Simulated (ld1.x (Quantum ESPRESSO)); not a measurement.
# Pseudopotential generation for molybdenum: PAW, PBEsol

Task: generate the file, and judge it by its errors in other configurations, its logarithmic derivatives, its ghosts and its cutoff.

Method: ld1.x (Quantum ESPRESSO) 7.5, PBEsol, scalar-relativistic.

## 1. The atom and the settings

The settings as typed:

| Item | Value |
| --- | --- |
| element | molybdenum (Mo, Z = 42) |
| type | PAW |
| frozen core | [Ar] 3d10 |
| valence charge | 14 |
| reference configuration | 4s2 4p6 4d5 5s1 5p0 |
| partial waves | 4s (bound): rcut 1.45, rcutus 1.85 bohr; 5s (bound): rcut 1.45, rcutus 1.85 bohr; 4p (bound): rcut 1.65, rcutus 1.70 bohr; 5p (bound, empty): rcut 1.65, rcutus 1.70 bohr; 4d (bound): rcut 2.05, rcutus 2.55 bohr; 4d channel at 1.7 Ry: rcut 2.05, rcutus 2.55 bohr |
| local potential | all-electron potential smoothed inside 1.40 bohr (lloc = -2) |
| core correction | Bessel-smoothed model core inside 0.95 bohr |
| augmentation charge | PSQ, inside the norm-conserving radii |

The outer shells as boxes (Hund's rule for the drawing; the calculation is spin-unpolarised):

```
[Ar] core
3d [↑↓][↑↓][↑↓][↑↓][↑↓]
4s [↑↓]
4p [↑↓][↑↓][↑↓]
4d [↑ ][↑ ][↑ ][↑ ][↑ ]
5s [↑ ]
5p [  ][  ][  ]
```

An earlier all-electron run gives the scale for the radii.

All-electron outer shells of the reference configuration (PBEsol, scalar-relativistic, ld1.x):

| shell | level (eV) | outermost node (bohr) | outermost maximum (bohr) |
| --- | --- | --- | --- |
| 3p | -378.97 | 0.17 | 0.38 |
| 3d | -220.99 | – | 0.32 |
| 4s | -64.30 | 0.51 | 0.99 |
| 4p | -38.46 | 0.52 | 1.06 |
| 5s | -4.12 | 1.34 | 2.93 |
| 4d | -3.77 | 0.53 | 1.38 |
| 5p | -1.01 | 1.54 | 4.05 |

## 2. Generation

The input, Mo.in:

```
 &input
   title='Mo', zed=42., rel=1, dft='PBESOL', iswitch=3,
   config='[Kr] 4d5 5s1 5p0',
   nld=3, rlderiv=2.75, eminld=-7.0, emaxld=5.0, deld=0.02
 /
 &inputp
   pseudotype=3, lpaw=.true., tm=.true., lloc=-2, rcloc=1.40,
   nlcc=.true., new_core_ps=.true., rcore=0.95,
   which_augfun='PSQ', rmatch_augfun_nc=.true.,
   file_pseudopw='Mo.UPF', file_wfcaegen='ae.wfc', file_wfcncgen='nc.wfc', file_beta='beta', file_chi='chi', file_wfcusgen='us.wfc'
 /
6
4S  1  0   2.00   0.00  1.45  1.85  0.0
5S  2  0   1.00   0.00  1.45  1.85  0.0
4P  2  1   6.00   0.00  1.65  1.70  0.0
5P  3  1   0.00   0.00  1.65  1.70  0.0
4D  3  2   5.00   0.00  2.05  2.55  0.0
4D  3  2   0.00   1.70  2.05  2.55  0.0
 &test
   configts(1)='4s2 4p6 4d5 5s1 5p0'
 /
```

Run with:

```
$ ld1.x < Mo.in > Mo.out
```

The output, Mo.out (without the banner and most projector matrices):

```text
     Program LD1 v.7.5
     --------------------------- All-electron run ----------------------------

     Mo
     scalar relativistic calculation

     atomic number is 42.00
     dft =PBESOL   lsd =0 sic =0 latt =0  beta=0.20 tr2=1.0E-14
     Exchange-correlation= PBESOL
                           (   1   4  10   8   0   0   0)
     mesh =1229 r(mesh) = 100.71859 a.u. xmin = -7.00 dx = 0.01250
     1 Ry =  13.60569312 eV, c = 137.03599908

     n l     nl                  e(Ry)          e(Ha)          e(eV)
     1 0     1S 1( 2.00)     -1456.0281      -728.0141    -19810.2720
     2 0     2S 1( 2.00)      -205.6538      -102.8269     -2798.0630
     2 1     2P 1( 6.00)      -183.8881       -91.9441     -2501.9257
     3 0     3S 1( 2.00)       -34.9849       -17.4924      -475.9934
     3 1     3P 1( 6.00)       -27.8537       -13.9268      -378.9688
     4 0     4S 1( 2.00)        -4.7261        -2.3630       -64.3016
     4 1     4P 1( 6.00)        -2.8264        -1.4132       -38.4556
     3 2     3D 1(10.00)       -16.2421        -8.1210      -220.9849
     4 2     4D 1( 5.00)        -0.2770        -0.1385        -3.7689
     5 0     5S 1( 1.00)        -0.3027        -0.1514        -4.1187
     5 1     5P 1( 0.00)        -0.0743        -0.0372        -1.0109

     final scf error:  6.4E-15 reached in  28 iterations

     Etot =   -8092.877416 Ry,   -4046.438708 Ha, -110109.206599 eV

     Ekin =    8343.784045 Ry,    4171.892022 Ha,  113522.965195 eV
     Encl =  -19508.780444 Ry,   -9754.390222 Ha, -265430.479923 eV
     Eh   =    3314.617623 Ry,    1657.308811 Ha,   45097.670196 eV
     Exc  =    -242.498639 Ry,    -121.249320 Ha,   -3299.362067 eV

     normalization and overlap integrals

     s(1S/1S) =  1.000000  <r> =   0.0352  <r2> =    0.0017  r(max) =   0.0229
     s(2S/2S) =  1.000000  <r> =   0.1538  <r2> =    0.0279  r(max) =   0.1303
     s(2P/2P) =  1.000000  <r> =   0.1340  <r2> =    0.0219  r(max) =   0.1041
     s(3S/3S) =  1.000000  <r> =   0.4292  <r2> =    0.2110  r(max) =   0.3819
     s(3P/3P) =  1.000000  <r> =   0.4308  <r2> =    0.2161  r(max) =   0.3771
     s(4S/4S) =  1.000000  <r> =   1.1072  <r2> =    1.3910  r(max) =   0.9874
     s(4P/4P) =  1.000000  <r> =   1.2378  <r2> =    1.7605  r(max) =   1.0643
     s(3D/3D) =  1.000000  <r> =   0.4154  <r2> =    0.2076  r(max) =   0.3206
     s(4D/4D) =  1.000000  <r> =   2.0000  <r2> =    5.0686  r(max) =   1.3838
     s(5S/5S) =  1.000000  <r> =   3.5661  <r2> =   14.6534  r(max) =   2.9295
     s(5P/5P) =  1.000000  <r> =   5.3178  <r2> =   33.6723  r(max) =   4.0545

     ------------------------ End of All-electron run ------------------------

     --------------------- Generating PAW atomic setup --------------------

      Generating local potential from pseudized AE potential:
      Matching radius rcloc =   1.4000
      Enforcing V''(0)=0 (lloc=-2)

      Local pseudo, rcloc= 1.401 Estimated cut-off energy=    16.06 Ry

      Computing core charge for nlcc:

       r > 0.95 : true rho core
      Core charge pseudized with two Bessel functions
      Integrated core pseudo-charge :   6.52
      Wfc-us  4S rcutus= 1.845  Estimated cut-off energy=    16.25 Ry
      Wfc-us  5S rcutus= 1.845  Estimated cut-off energy=    32.97 Ry
      Wfc-us  4P rcutus= 1.711  Estimated cut-off energy=    28.34 Ry
      Wfc-us  5P rcutus= 1.711  Estimated cut-off energy=    48.50 Ry
      Wfc-us  4D rcutus= 2.553  Estimated cut-off energy=    17.84 Ry
      Wfc-us  4D rcutus= 2.553  Estimated cut-off energy=    33.43 Ry

     Required augmentation: PSQ   radius:    2.550000

     Q pseudized with Bessel functions
     Expected ecutrho=     173.9271 due to l1=  0   l2=  2

     Estimated PAW energy = -358.695813 Ryd

     The PAW screened D coefficients
     5.06448     2.81788     0.00000     0.00000     0.00000     0.00000
     2.81788     1.17646     0.00000     0.00000     0.00000     0.00000
     0.00000     0.00000     0.50453     0.19821     0.00000     0.00000
     0.00000     0.00000     0.19821     0.03173     0.00000     0.00000
     0.00000     0.00000     0.00000     0.00000    -0.25840     0.25423
     0.00000     0.00000     0.00000     0.00000     0.25423    -1.24737

     The PAW descreened D coefficients (US)
     0.21458    -0.57081     0.00000     0.00000     0.00000     0.00000
    -0.57081    -0.81219     0.00000     0.00000     0.00000     0.00000
     0.00000     0.00000     0.10205    -0.24289     0.00000     0.00000
     0.00000     0.00000    -0.24289    -0.12919     0.00000     0.00000
     0.00000     0.00000     0.00000     0.00000     1.81812     0.93833
     0.00000     0.00000     0.00000     0.00000     0.93833   -44.40863

     ------------------- End of pseudopotential generation -------------------

     [... the all-electron block is printed once more ...]


     Computing logarithmic derivative in   2.73491
     Computing logarithmic derivative in   2.73491
     Computing the partial wave expansion
     R is outside the sphere for l=    0 j= 0.00
     R is outside the sphere for l=    0 j= 0.00
     R is outside the sphere for l=    1 j= 0.00
     R is outside the sphere for l=    1 j= 0.00
     R is outside the sphere for l=    2 j= 0.00
     R is outside the sphere for l=    2 j= 0.00

     ---------------------- Testing the pseudopotential ----------------------

     Mo
     scalar relativistic calculation

     atomic number is 42.00   valence charge is 14.00
     dft = SLA  PW   PSX  PSC   lsd =0 sic =0 latt =0  beta=0.20 tr2=1.0E-14
     mesh =1229 r(mesh) = 100.71859 xmin = -7.00 dx = 0.01250

     n l     nl             e AE (Ry)        e PS (Ry)    De AE-PS (Ry)
     1 0     4S   1( 2.00)       -4.72608       -4.72606       -0.00002
     2 1     4P   1( 6.00)       -2.82644       -2.82642       -0.00002
     3 2     4D   1( 5.00)       -0.27701       -0.27700       -0.00001
     2 0     5S   1( 1.00)       -0.30272       -0.30271       -0.00000
     3 1     5P   1( 0.00)       -0.07430       -0.07430       -0.00000

     eps = 2.5E-15  iter =  6

     Etot =   -8092.877416 Ry,   -4046.438708 Ha, -110109.206599 eV
     Etotps =  -358.695815 Ry,    -179.347907 Ha,   -4880.305179 eV

     Ekin =     192.548824 Ry,      96.274412 Ha,    2619.760215 eV
     Encl =    -421.562665 Ry,    -210.781333 Ha,   -5735.652253 eV
     Ehrt =     112.816742 Ry,      56.408371 Ha,    1534.949965 eV
     Ecxc =    -242.498716 Ry,    -121.249358 Ha,   -3299.363106 eV
     (Ecc =     -15.793340 Ry,      -7.896670 Ha,    -214.879333 eV)

     ---------------------- End of pseudopotential test ----------------------
```

Run time: 1.8 s. Hardware: 1 thread of Neoverse-V1, shared host. This counts the later configuration tests of the new file too.

All-electron and pseudo partial waves u(r) = r·R(r), from the program's wave files:

| r (bohr) | 4d AE | 4d PS | 4s AE | 4s PS |
| --- | --- | --- | --- | --- |
| 0.128 | -0.1862 | 0.0010 | 0.3277 | 0.2995 |
| 0.255 | -0.3415 | 0.0080 | -0.4611 | 0.5767 |
| 0.382 | -0.2476 | 0.0259 | -0.5163 | 0.8160 |
| 0.510 | -0.0317 | 0.0584 | -0.0148 | 1.0049 |
| 0.638 | 0.1983 | 0.1068 | 0.5255 | 1.1321 |
| 0.765 | 0.3929 | 0.1694 | 0.8926 | 1.1945 |
| 0.893 | 0.5410 | 0.2440 | 1.0713 | 1.1960 |
| 1.020 | 0.6410 | 0.3243 | 1.1014 | 1.1447 |
| 1.148 | 0.7017 | 0.4056 | 1.0384 | 1.0519 |
| 1.275 | 0.7310 | 0.4804 | 0.9272 | 0.9332 |
| 1.402 | 0.7379 | 0.5438 | 0.7980 | 0.8023 |
| 1.530 | 0.7289 | 0.5919 | 0.6682 | 0.6709 |
| 1.658 | 0.7091 | 0.6218 | 0.5489 | 0.5498 |
| 1.785 | 0.6828 | 0.6335 | 0.4452 | 0.4452 |
| 1.912 | 0.6524 | 0.6289 | 0.3572 | 0.3572 |
| 2.040 | 0.6198 | 0.6111 | 0.2836 | 0.2836 |
| 2.168 | 0.5863 | 0.5844 | 0.2238 | 0.2238 |
| 2.295 | 0.5534 | 0.5534 | 0.1760 | 0.1760 |
| 2.422 | 0.5211 | 0.5212 | 0.1377 | 0.1377 |
| 2.550 | 0.4897 | 0.4897 | 0.1072 | 0.1072 |
| 2.678 | 0.4597 | 0.4597 | 0.0832 | 0.0832 |
| 2.805 | 0.4313 | 0.4313 | 0.0646 | 0.0646 |
| 2.932 | 0.4043 | 0.4043 | 0.0500 | 0.0500 |
| 3.060 | 0.3786 | 0.3786 | 0.0386 | 0.0386 |
| 3.188 | 0.3544 | 0.3544 | 0.0297 | 0.0297 |
| 3.315 | 0.3317 | 0.3317 | 0.0229 | 0.0229 |

## 3. Transferability test

The input, Mo.test.in:

```
 &input
   title='Mo', zed=42., rel=1, dft='PBESOL', iswitch=2,
   config='[Kr] 4d5 5s1 5p0'
 /
 &test
   file_pseudo='Mo.UPF', nconf=8,
   configts(1)='4s2 4p6 4d5 5s1 5p0',
   configts(2)='4s2 4p6 4d5 5s0 5p0',
   configts(3)='4s2 4p6 4d4 5s0 5p0',
   configts(4)='4s2 4p6 4d3 5s0 5p0',
   configts(5)='4s2 4p6 4d4 5s2 5p0',
   configts(6)='4s2 4p6 4d4 5s1 5p1',
   configts(7)='4s2 4p6 4d2 5s0 5p0',
   configts(8)='4s1 4p6 4d5 5s1 5p0'
 /
```

Run with:

```
$ ld1.x < Mo.test.in > Mo.test.out
```

Mo.test.out, the pseudopotential blocks, cut to the lines that bear on the results:

```text
     ---------------------- Testing the pseudopotential ----------------------

     Mo
     scalar relativistic calculation

     atomic number is 42.00   valence charge is 14.00
     dft =SLA  PW   PSX  PSC   lsd =0 sic =0 latt =0  beta=0.20 tr2=1.0E-14
     mesh =1229 r(mesh) = 100.71859 xmin = -7.00 dx = 0.01250

     n l     nl             e AE (Ry)        e PS (Ry)    De AE-PS (Ry)
     1 0     4S   1( 2.00)       -4.72608       -4.72606       -0.00002
     2 1     4P   1( 6.00)       -2.82644       -2.82642       -0.00002
     3 2     4D   1( 5.00)       -0.27701       -0.27700       -0.00001
     2 0     5S   1( 1.00)       -0.30272       -0.30271       -0.00000
     3 1     5P   1( 0.00)       -0.07430       -0.07430       -0.00000

     eps = 1.5E-15  iter =  6

     Etot =   -8092.877416 Ry,   -4046.438708 Ha, -110109.206599 eV
     Etotps =  -358.695815 Ry,    -179.347907 Ha,   -4880.305178 eV

     Ekin =     192.548825 Ry,      96.274412 Ha,    2619.760222 eV
     Encl =    -421.562665 Ry,    -210.781333 Ha,   -5735.652259 eV
     Ehrt =     112.816742 Ry,      56.408371 Ha,    1534.949965 eV
     Ecxc =    -242.498716 Ry,    -121.249358 Ha,   -3299.363106 eV
     (Ecc =     -15.793340 Ry,      -7.896670 Ha,    -214.879333 eV)

     ---------------------- End of pseudopotential test ----------------------

     ---------------------- Testing the pseudopotential ----------------------

     Mo
     [...]
     n l     nl             e AE (Ry)        e PS (Ry)    De AE-PS (Ry)
     1 0     4S   1( 2.00)       -5.22238       -5.22840        0.00603  !
     2 1     4P   1( 6.00)       -3.32554       -3.33088        0.00535  !
     3 2     4D   1( 5.00)       -0.76543       -0.76870        0.00328
     2 0     5S   1( 0.00)       -0.72019       -0.72107        0.00088
     3 1     5P   1( 0.00)       -0.42719       -0.42756        0.00037

     eps = 4.3E-15  iter = 17

     Etot =   -8092.369957 Ry,   -4046.184978 Ha, -110102.302271 eV
     Etotps =  -358.187995 Ry,    -179.093998 Ha,   -4873.395944 eV
     dEtot_ae =       0.507459 Ry
     dEtot_ps =       0.507819 Ry,   Delta E=      -0.000361 Ry

     [...]
     ---------------------- End of pseudopotential test ----------------------
```

6 tests gave no usable energy difference (4s2 4p6 4d4 5s0 5p0; 4s2 4p6 4d3 5s0 5p0; 4s2 4p6 4d4 5s2 5p0; 4s2 4p6 4d4 5s1 5p1; others); the test run stopped with "negative rho".

Excitation and ionisation energies from 4s2 4p6 4d5 5s1 5p0, with the error of the potential. The frozen-core shift comes from a second all-electron run, not shown, with the core orbitals held at their reference shape; it is that run's ΔE less the relaxed one.

```csv
valence configuration,charge,ΔE all-electron (eV),error AE − PS (meV),frozen-core shift (meV)
4s2 4p6 4d5 5s0 5p0,+1,6.904,-4.9,+1.6
```

## 4. Logarithmic derivatives

Taken from the files of the generation run. The phase is arctan(r·u′/u) with u = r·R, unwrapped, with energies in Ry. A pole is an energy at which the radial function vanishes at the test radius. The pseudo phase is shifted by a multiple of π to meet the all-electron one at the reference energy. Levels narrower than the energy grid can be missing from the poles. Left out: p, d, where the overlap operator is not positive , so their phases aren't trusted. The last column is the largest difference on the grid between −1 and +1 Ry.

| channel | radius (bohr) | reference (Ry) | poles AE | poles PS | window around the reference with phases within 0.05 rad (Ry) | largest difference near zero (rad) |
| --- | --- | --- | --- | --- | --- | --- |
| s | 2.73 | -0.30 | -4.70, 2.26 | -4.70, 2.23 | below 4.4 | 0.001 |

Phases (rad) along the scan:

| E (Ry) | s AE | s PS |
| --- | --- | --- |
| -7.00 | 1.421 | 1.421 |
| -6.48 | 1.413 | 1.413 |
| -5.96 | 1.403 | 1.403 |
| -5.44 | 1.389 | 1.389 |
| -4.92 | 1.341 | 1.341 |
| -4.40 | -1.739 | -1.739 |
| -3.88 | -1.769 | -1.769 |
| -3.36 | -1.793 | -1.793 |
| -2.84 | -1.821 | -1.821 |
| -2.32 | -1.860 | -1.860 |
| -1.80 | -1.919 | -1.919 |
| -1.28 | -2.023 | -2.023 |
| -0.76 | -2.255 | -2.255 |
| -0.24 | -2.973 | -2.973 |
| 0.28 | -4.045 | -4.045 |
| 0.80 | -4.433 | -4.434 |
| 1.32 | -4.584 | -4.585 |
| 1.84 | -4.666 | -4.668 |
| 2.36 | -4.722 | -4.725 |
| 2.88 | -4.767 | -4.772 |
| 3.40 | -4.810 | -4.820 |
| 3.92 | -4.857 | -4.878 |
| 4.44 | -4.920 | -4.969 |
| 4.96 | -5.019 | -5.178 |

## 5. Cutoff and ghost test in a Bessel basis

This step uses the generator's waves and projectors in a separate script. Basis: spherical Bessel functions vanishing at 20 bohr, q² up to the cutoff; potential fixed at the reference.

No cutoffs are read. The overlap operator is not positive in p, d (lowest eigenvalue -34.808), so the test is not defined there. The ghost test is not conclusive.

## 6. Summary of results

| quantity | value |
| --- | --- |
| cutoffs | not determined |
| bound ghosts | not determined |
| largest test error (AE − PS) | -4.9 meV, for 4s2 4p6 4d5 5s0 5p0 (6 tests unsolved) |
| largest phase difference near zero energy, channels read | 0.001 rad |
| lowest eigenvalue of the overlap (Bessel basis) | -34.808 (d) |
| density cutoff estimated by the generator | 174 Ry |

What this shows: The overlap operator is not positive definite in p, d, so a plane-wave run would break down once the basis is large enough. The worst unpolarised test, 4s2 4p6 4d5 5s0 5p0, is off by 4.9 meV on 6.9 eV; by total energies transferability rates as very good where solved. The test run broke off, so later configurations gave nothing; the verdict rests on few tests. No cutoffs are read. Ghosts could not be judged. Near zero energy the phases of the channels with partial waves that could be evaluated agree within 0.001 rad. These are tests on the free atom; a crystal test is still owed.
